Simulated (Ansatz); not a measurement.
Geometry optimisation, Ansatz 0.2.0, DFT LDA, scalar-relativistic, plane waves, PAW.

The input (input.yaml):

```yaml
crystal:
  lattice:
    - [4.6732, -3.477, 0.0]
    - [4.6732, 3.477, 0.0]
    - [-0.762159, 0.0, 5.061944]
  atoms:
    - { symbol: Cu, position: [0.0, 0.25, 0.0] }
    - { symbol: Cu, position: [0.25000002, 2.0e-08, 0.49999998] }
    - { symbol: O, position: [0.27415001, 0.22585001, 0.24999999] }
    - { symbol: O, position: [0.22585003, 0.27415003, 0.74999997] }
    - { symbol: Cu, position: [0.0, 0.75, 0.0] }
    - { symbol: Cu, position: [0.25000002, 0.50000002, 0.49999998] }
    - { symbol: O, position: [0.27415001, 0.72585001, 0.24999999] }
    - { symbol: O, position: [0.22585003, 0.77415003, 0.74999997] }
    - { symbol: Cu, position: [0.5, 0.25, 0.0] }
    - { symbol: Cu, position: [0.75000002, 2.0e-08, 0.49999998] }
    - { symbol: O, position: [0.77415001, 0.22585001, 0.24999999] }
    - { symbol: O, position: [0.72585003, 0.27415003, 0.74999997] }
    - { symbol: Cu, position: [0.5, 0.75, 0.0] }
    - { symbol: Cu, position: [0.75000002, 0.50000002, 0.49999998] }
    - { symbol: O, position: [0.77415001, 0.72585001, 0.24999999] }
    - { symbol: O, position: [0.72585003, 0.77415003, 0.74999997] }
    - { symbol: H, position: [0.47462039, 0.46689548, 0.29760517], spin: 1.0 }
magnetization:
  spin_polarized: true
basis:
  ecutwfc: 420.0
kpoints:
  mp_grid: { grid: [2, 2, 2] }
hamiltonian:
  xc: lda
  pseudopotentials: { kind: paw, azcp: { folder: soft_1 } }
scf:
  occupations: { method: gaussian, width: 0.02 }
  lower_state_search: "off"
relax:
  f_tol: 0.03
  max_steps: 60
  adjacent_minimum: "off"
output:
  write_density: true
  write_potential: true
  elf: true
  volumetric_format: npy
```

Command:

```bash
$ ansatz run input.yaml --threads 2 --pin off --max-ram 5120MiB --backend cpu --events-out ev --progress --plain --runs-dir out
```

Question: Where does it end, and by what steps?

Answer: It converged. The force dipped under the threshold on the way, but the program's further checks kept it going. Limits of this set-up: coarse k mesh, PAW files made for another functional. After 14 steps the energy has fallen by 1.455 eV; H17 moved furthest, 0.90 Å. Parted: Cu6–O7 (1.98 → 2.66 Å), Cu9–H17 (1.85 → 2.48 Å), Cu14–H17 (1.85 → 2.45 Å). Joined: O7–H17 (1.64 → 1.01 Å).

```csv
step,energy less start (eV),largest force component (eV/Å),accepted
0,0.0000,0.626,yes
1,-0.0671,0.534,yes
2,-0.2926,1.176,yes
3,-0.6416,1.872,yes
4,-1.0240,1.551,yes
5,-0.6264,9.195,no
6,-1.2386,0.970,yes
7,-1.3466,0.626,yes
8,-1.4335,0.193,yes
9,-1.4438,0.148,yes
10,-1.4533,0.089,yes
11,-1.4534,0.142,yes
12,-1.4547,0.073,yes
13,-1.4551,0.009,yes
14,-1.4551,0.010,yes
```

```xyz
17
Lattice="4.6732 -3.4770 0.0000 4.6732 3.4770 0.0000 -0.7622 0.0000 5.0619" Properties=species:S:1:pos:R:3
Cu 1.064 0.850 0.099
Cu 0.781 -0.897 2.550
O 2.123 -0.132 1.363
O 1.530 0.049 3.985
Cu 3.581 2.553 -0.094
Cu 2.898 0.800 2.780
O 4.773 1.601 1.074
O 4.134 1.801 3.692
Cu 3.416 -0.950 0.042
Cu 3.139 -2.678 2.506
O 4.438 -1.900 1.299
O 4.039 -1.638 3.833
Cu 5.996 0.788 -0.151
Cu 5.488 -0.960 2.510
O 6.919 -0.239 1.178
O 6.489 0.051 3.705
H 4.217 0.875 1.510
```

The run took 4.9 min on 2 threads of AMD EPYC 7B13 (Zen 3), on a shared host, peak memory 0.69 GiB.
